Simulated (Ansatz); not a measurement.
# CH₅BrO₂Si: a ladder of functionals and wavefunction methods

The task here is to estimate one member of a computed series from the others.

Method: functionals in def2-TZVPP, the program's frozen cores in correlated methods; program: Ansatz 0.2.0, Gaussian basis.

The runs, in order: LDA (SPW92), PBE-D4, revPBE-D4, BLYP-D4, r2SCAN-D4, B97M-V, PBE0-D4, B3LYP-D4, r2SCANh-D4, r2SCAN0-D4, HSE06-D4, BHLYP-D4, CAM-B3LYP-D4, LC-ωPBE, ωB97X-V, ωB97M-V, B2PLYP, PBE-QIDH; CCSD(T)/def2-SVP; CCSD(T)/def2-TZVPP; MP2/def2-QZVPP; extrapolation to the limit; RPA on PBE.

## Structure used throughout

The geometry comes from an earlier relaxation with PBE0-D4 in a triple-zeta def2 set; it is a stationary point, not always the lowest conformer.

10 atoms, charge 0, spin multiplicity 1.

Atoms are counted from 1 here; the program's logs count them from 0.

Bond lengths: O1–Si2 1.646 Å, O1–H6 0.961 Å, Si2–C3 1.895 Å, Si2–H7 1.482 Å, Si2–H8 1.482 Å, C3–O4 1.368 Å, C3–Br5 2.032 Å, C3–H9 1.088 Å, O4–H10 0.965 Å. Angles: Si2–O1–H6 115.2°, O1–Si2–C3 106.2°, O1–Si2–H7 105.3°, O1–Si2–H8 114.4°, C3–Si2–H7 109.6°, C3–Si2–H8 109.3°, H7–Si2–H8 111.8°, Si2–C3–O4 115.1°, Si2–C3–Br5 102.2°, Si2–C3–H9 116.8°, O4–C3–Br5 111.3°, O4–C3–H9 108.3°, Br5–C3–H9 102.2°, C3–O4–H10 109.3°.

The first run:

The input, in.yaml:

```yaml
crystal:
  periodic: [false, false, false]
  atoms:
    - {symbol: O, position_ang: [-1.372775, -0.881060, 0.762216]}
    - {symbol: Si, position_ang: [-0.479423, -0.689524, -0.607136]}
    - {symbol: C, position_ang: [0.866922, 0.576154, -0.186373]}
    - {symbol: O, position_ang: [1.639725, 0.262996, 0.898659]}
    - {symbol: Br, position_ang: [-0.217181, 2.263655, 0.142223]}
    - {symbol: H, position_ang: [-1.854861, -0.100287, 1.048852]}
    - {symbol: H, position_ang: [0.141030, -2.012295, -0.858208]}
    - {symbol: H, position_ang: [-1.251595, -0.213446, -1.779091]}
    - {symbol: H, position_ang: [1.525180, 0.880400, -0.997941]}
    - {symbol: H, position_ang: [1.085979, -0.137793, 1.579801]}
basis:
  gaussian: {orbitals: def2-TZVPP}
hamiltonian: {xc: lda}
output: {orbitals: {seedname: orbitals}}
```

On the command line:

```bash
ansatz run in.yaml --threads 4 --pin off --events-out ev --progress --plain --max-ram 10444MiB
```

Among the steps run: LDA; PBE-D4 (GGA); revPBE-D4 (GGA); BLYP-D4 (GGA); r2SCAN-D4 (meta-GGA); B97M-V (meta-GGA); PBE0-D4 (hybrid); B3LYP-D4 (hybrid); r2SCANh-D4 (hybrid); r2SCAN0-D4 (hybrid); HSE06-D4 (hybrid); BHLYP-D4 (hybrid); CAM-B3LYP-D4 (range-separated); LC-ωPBE (range-separated); ωB97X-V (range-separated); ωB97M-V (range-separated); B2PLYP (double hybrid); PBE-QIDH (double hybrid).

One table of the session follows, with a row left open; its other results are not shown here.

It belongs to the step «Orbital energies across the functionals». 

```
  functional  HOMO (eV)  gap (eV)
 LDA (SPW92)          ?         ?
      PBE-D4      -6.57      4.91
   revPBE-D4      -6.50      4.95
     BLYP-D4      -6.45      4.89
   r2SCAN-D4      -6.86      5.43
      B97M-V      -6.97      5.54
     PBE0-D4      -7.87      7.15
    B3LYP-D4      -7.65      6.68
  r2SCANh-D4      -7.34      6.25
  r2SCAN0-D4      -8.06      7.48
    HSE06-D4      -7.47      6.37
    BHLYP-D4      -9.05      9.32
CAM-B3LYP-D4      -9.22      9.56
     LC-ωPBE     -10.54     12.09
     ωB97X-V     -10.21     11.63
     ωB97M-V     -10.08     11.28
```

Estimate the missing values for LDA (SPW92).

The run gave: HOMO (eV): -6.73; gap (eV): 4.83. In the column «HOMO (eV)» it lies between r2SCAN-D4 (-6.86) and PBE-D4 (-6.57).
